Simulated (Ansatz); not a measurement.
# CH₅BOSi: how energies converge with the basis set

An exercise on one series of results from a longer session: the logs are not shown, and one member is left open.

Computed with Ansatz 0.2.0, Gaussian basis. Level: one geometry, several basis sets.

The runs, in order: PBE0-D4/def2-SVP; ωB97M-V/def2-SVP; PBE0-D4/def2-QZVPP; ωB97M-V/def2-QZVPP; the functionals' def2-TZVPP values are taken from earlier runs.

1 further run of the same task is left out (it didn't finish).

### Structure used throughout

The geometry comes from an earlier relaxation with PBE0-D4 in a triple-zeta def2 set; it is a stationary point, not always the lowest conformer.

9 atoms, charge 0, spin multiplicity 1.

Atoms are counted from 1 here; the program's logs count them from 0.

Bond lengths: O1–C2 1.223 Å, C2–B3 1.533 Å, C2–H5 1.103 Å, B3–Si4 2.010 Å, B3–H6 1.195 Å, Si4–H7 1.493 Å, Si4–H8 1.488 Å, Si4–H9 1.487 Å. Angles: O1–C2–B3 97.6°, O1–C2–H5 122.0°, B3–C2–H5 140.3°, C2–B3–Si4 121.3°, C2–B3–H6 116.4°, Si4–B3–H6 121.8°, B3–Si4–H7 107.1°, B3–Si4–H8 112.8°, B3–Si4–H9 111.7°, H7–Si4–H8 108.2°, H7–Si4–H9 107.9°, H8–Si4–H9 109.0°.

Set-up of the first run:

The input, in.yaml:

```yaml
crystal:
  periodic: [false, false, false]
  atoms:
    - {symbol: O, position_ang: [1.059957, 1.660630, -0.887410]}
    - {symbol: C, position_ang: [0.382859, 0.824095, -1.467684]}
    - {symbol: B, position_ang: [-0.549870, 0.473832, -0.302071]}
    - {symbol: Si, position_ang: [-0.033940, -0.896989, 1.073890]}
    - {symbol: H, position_ang: [0.558734, 0.558867, -2.523881]}
    - {symbol: H, position_ang: [-1.528903, 1.149270, -0.182923]}
    - {symbol: H, position_ang: [-1.009056, -2.021219, 0.959655]}
    - {symbol: H, position_ang: [1.333026, -1.442572, 0.858313]}
    - {symbol: H, position_ang: [-0.124408, -0.352215, 2.455012]}
basis:
  gaussian: {orbitals: def2-SVP}
hamiltonian: {xc: pbe0, dispersion: d4}
output: {orbitals: {seedname: orbitals}}
```

Steps of the session up to this table: PBE0-D4 in def2-SVP; ωB97M-V in def2-SVP; PBE0-D4 in def2-QZVPP; ωB97M-V in def2-QZVPP.

One table of the session follows, with a row left open; its other results are not shown here.

It belongs to the step «Functionals by basis». 

| functional | basis | HOMO (eV) | LUMO (eV) |
| --- | --- | --- | --- |
| PBE0-D4 | def2-SVP | -7.77 | -1.69 |
| PBE0-D4 | def2-TZVPP | -7.80 | -1.81 |
| PBE0-D4 | def2-QZVPP | -7.82 | -1.83 |
| ωB97M-V | def2-SVP | -10.05 | 0.39 |
| ωB97M-V | def2-TZVPP | -10.12 | 0.16 |
| ωB97M-V | def2-QZVPP | ? | ? |

**Question.** Estimate the row for ωB97M-V, def2-QZVPP.

As computed: HOMO (eV): -10.13; LUMO (eV): 0.09. In the column «HOMO (eV)» it is the lowest.
